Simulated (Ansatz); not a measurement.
This script makes an all-electron equation of state of TaN, space group P-6m2 with the Python package of Ansatz (0.2.0).

Script `tan.py`:
```python
"""E(V) of TaN on LAPW."""

import warnings

import ansatz
from ase.eos import EquationOfState
from ase.units import GPa
import numpy as np

FUNCTIONAL = "pbesol"
SMEARING = "fermi_dirac"
SMEARING_WIDTH = 0.1
KGRID = (11, 11, 10)

vectors0 = np.array([
    [2.938, 0.0, 0.0],
    [-1.469, 2.54438, 0.0],
    [0.0, 0.0, 2.883],
])
sites = [
    ("Ta", [1 / 3, 2 / 3, 0.5]),
    ("N", [0.0, 0.0, 0.0]),
]


def make_crystal(cell):
    crystal = ansatz.Crystal(lattice=ansatz.Lattice.of(cell))
    for symbol, position in sites:
        crystal = crystal.atom(symbol, position)
    return crystal


def main() -> None:
    warnings.simplefilter("ignore", ansatz.DeckWarning)

    volumes, energies = [], []
    for scale in np.linspace(0.94, 1.06, 7):
        cell = vectors0 * scale ** (1 / 3)
        calc = (
            make_crystal(cell).calculation()
            .functional(FUNCTIONAL)
            .occupations(SMEARING, width=SMEARING_WIDTH)
            .kpoints(*KGRID)
            .pseudopotentials("all_electron", lapw=True)
        )
        data = calc.run(threads=1, backend="cpu").report
        volumes.append(abs(np.linalg.det(cell)) / len(sites))
        energies.append(data["free_energy_ev"] / len(sites))
        print(f"{scale:.3f} {volumes[-1]:9.4f} A^3/atom {energies[-1]:16.5f} eV/atom  (estimated basis error {1000 * data['lapw_basis_errors']['total_ev_per_atom']:.2f} meV/atom)")
    v0, e0, bulk = EquationOfState(volumes, energies, eos="birchmurnaghan").fit()
    print(f"V0 = {v0:.4f} A^3/atom, B0 = {bulk / GPa:.1f} GPa")


if __name__ == "__main__":
    main()
```

Its results, one of them left out:

| V (Å³/atom) | F less the lowest row shown (meV/atom) |
| --- | --- |
| 10.129 | 28.25 |
| 10.345 | 8.47 |
| 10.560 | 0.00 |
| 10.776 | 1.70 |
| 10.991 | 12.53 |
| 11.207 | 31.56 |
| 11.422 | ? |

What is the missing energy at 11.422 Å³ an atom?

A third-order Birch-Murnaghan fit, E = E0 + (9 V0 B0 / 16) [(t - 1)³ B' + (t - 1)² (6 - 4t)] with t = (V0/V)^(2/3), through the 6 rows shown gives V0 = 10.629 Å³, B0 = 359.7 GPa, B' = 4.29 and E0 = -0.51 meV. At V = 11.422 Å³, t = 0.95317, and the fit extrapolates to 57.97 meV. The run gave 57.95 meV, a miss of 0.01 meV.

No spin polarisation was allowed. Shape and fractional positions are held along the curve, so the bulk modulus is an upper value where they are free to relax. For a metal this k-point mesh is coarse: on a finer one energies can move by several to tens of meV an atom and pressures by half a GPa or more, differences at one mesh by less. Spin-orbit coupling, which matters for elements this heavy, is left out. The structure is a deposited one; some such entries were measured under pressure or heat, so a shift against it needn't be the functional's error alone. Wall time of the script: 4.8 min on 1 thread of Intel(R) Xeon(R) Processor @ 2.30GHz, with other jobs on the host, peak memory 0.62 GiB.
